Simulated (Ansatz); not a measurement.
Working through a single point from a YAML input of Y₂C, space group R-3m

Computed with Ansatz 0.2.0 through its Python package.

Run as a notebook:

```python
import json

import ansatz as az
import numpy as np
```

```python
INPUT = """
crystal:
  lattice:
    - [1.812415, 1.046398, 5.988]
    - [-1.812415, 1.046398, 5.988]
    - [0.0, -2.092797, 5.988]
  atoms:
    - { symbol: "Y", position: [0.25793, 0.25793, 0.25793] }
    - { symbol: "Y", position: [0.74207, 0.74207, 0.74207] }
    - { symbol: C, position: [0.0, 0.0, 0.0] }
kpoints:
  mp_grid: { grid: [8, 8, 8] }
hamiltonian:
  xc: lda
scf:
  occupations: { method: gaussian, width: 0.05 }
output:
  forces: true
  stress: true
  eigenvalues: true
"""
```

```python
res = az.Session.from_yaml(INPUT).plan(threads=1).execute()
rep = res.report
```

    DeckWarning: basis.ecutwfc = 420 eV, auto-derived from the records' recommended cutoffs: set by Y (normal level)

```python
res.lattice.cell_ang
```

    array([[ 1.81241504,  1.04639814,  5.98800003],
           [-1.81241504,  1.04639814,  5.98800003],
           [ 0.        , -2.09279679,  5.98799994]])

```python
n_atoms = len(rep["lattice"]["sites"])
print("F =", round(rep["free_energy_ev"], 4), "eV for", n_atoms, "atoms")
print("E(sigma -> 0) =", round(rep["energy_sigma0_ev"], 4), "eV, TS =", round(rep["entropy_ts_ev"], 5), "eV")
print("closed by", rep["closed_by"], "after", rep["n_iterations"], "iterations")
```

    F = -7734.9924 eV for 3 atoms
    E(sigma -> 0) = -7734.9907 eV, TS = 0.00348 eV
    closed by deck_thresholds after 6 iterations

```python
fermi = rep["fermi_energy_ev"]
print("levels less the Fermi level (eV) at the first k-points")
for k, levels in list(zip(rep["kpoints_frac"], rep["eigenvalues_ev"]))[:3]:
    print("k = ({:.3f}, {:.3f}, {:.3f})".format(*k))
    print("   ", " ".join(f"{e - fermi:.3f}" for e in levels))
```

    levels less the Fermi level (eV) at the first k-points
    k = (0.000, 0.000, 0.000)
        -41.852 -41.778 -22.261 -21.729 -21.729 -21.655 -21.655 -21.634 -8.980 -3.293 -1.835 -1.239 -1.239 2.084 2.084 2.236 3.925
    k = (0.000, 0.000, 0.125)
        -41.843 -41.774 -22.233 -21.803 -21.748 -21.721 -21.667 -21.640 -8.847 -3.017 -2.299 -1.176 -0.832 1.610 2.278 2.382 2.753
    k = (0.000, 0.000, 0.250)
        -41.821 -41.767 -22.170 -21.967 -21.862 -21.792 -21.697 -21.672 -8.567 -2.666 -2.323 -1.075 -0.663 0.806 1.721 2.783 2.811

```python
print("pressure by term (GPa)")
for term, tensor in rep["stress_terms_gpa"].items():
    if np.any(tensor):
        print(f"  {term:28s} {np.trace(np.array(tensor)) / 3:12.3f}")
print(f"  {'total':28s} {np.trace(np.array(rep['stress_gpa'])) / 3:12.3f}")
```

    pressure by term (GPa)
      kinetic                          1092.883
      hartree                           360.093
      ewald                           -1338.004
      local_pseudopotential             170.947
      nonlocal_pseudopotential           -5.226
      augmentation                      -13.294
      nlcc                             -119.333
      xc                               -153.356
      augmentation_tail                  -0.000
      scf_correction                     -0.000
      pulay_correction                    0.093
      total                              -5.197

```python
forces = np.array(rep["forces_ev_ang"])
norms = np.linalg.norm(forces, axis=1)
print("largest force {:.4f} eV/A on atom {}".format(norms.max(), norms.argmax()))
print(np.array2string(forces, precision=4, suppress_small=True))
```

    largest force 0.7041 eV/A on atom 0
    [[ 0.     -0.      0.7041]
     [ 0.      0.     -0.7041]
     [ 0.      0.     -0.    ]]

```python
terms = rep["components"]
{name: round(terms[name], 3) for name in ("e_kinetic", "e_hartree", "e_xc", "e_local", "e_nonlocal")}
```

    {'e_kinetic': 697.176,
     'e_hartree': 459.424,
     'e_xc': -390.963,
     'e_local': -1389.683,
     'e_nonlocal': 135.021}

```python
keep = ["free_energy_ev", "energy_sigma0_ev", "fermi_energy_ev", "n_iterations", "converged", "magnetization_mub", "n_kpoints"]
with open("y2c.json", "w") as handle:
    json.dump({key: rep[key] for key in keep}, handle, indent=1)
```

File `y2c.json` afterwards:
```json
{
 "free_energy_ev": -7734.99243000807,
 "energy_sigma0_ev": -7734.990692429984,
 "fermi_energy_ev": 9.411331730671419,
 "n_iterations": 6,
 "converged": true,
 "magnetization_mub": 0.0,
 "n_kpoints": 65
}
```

Total energies depend on the potentials; only differences at equal settings carry meaning. A total without «per atom» is that of the cell as typed. The energy terms are those on the plane-wave grid, with the one-centre PAW part apart; the terms shown are only some of the summands, so they needn't add up to F. The computed bands are complete only to about 2.6 eV above the Fermi level. For a metal this k-point mesh is coarse: on a finer one energies can move by several to tens of meV an atom and pressures by half a GPa or more, differences at one mesh by less. Pressure is positive in compression. At these settings the cell as given stands under about -5 GPa, so it isn't at this functional's equilibrium volume. The starting cell is as deposited in a crystallographic database; the results hold for this polymorph, which needn't be the stable one. Gaps and levels are Kohn-Sham values on a finite set of k-points, without spin-orbit coupling. Warnings are shown shortened and without file and line. It ran for 3.2 s on 1 thread of Arm Neoverse V2 (shared host), peak memory 0.39 GiB.

(Lines on the test bed's own set-up are left out of the output.)
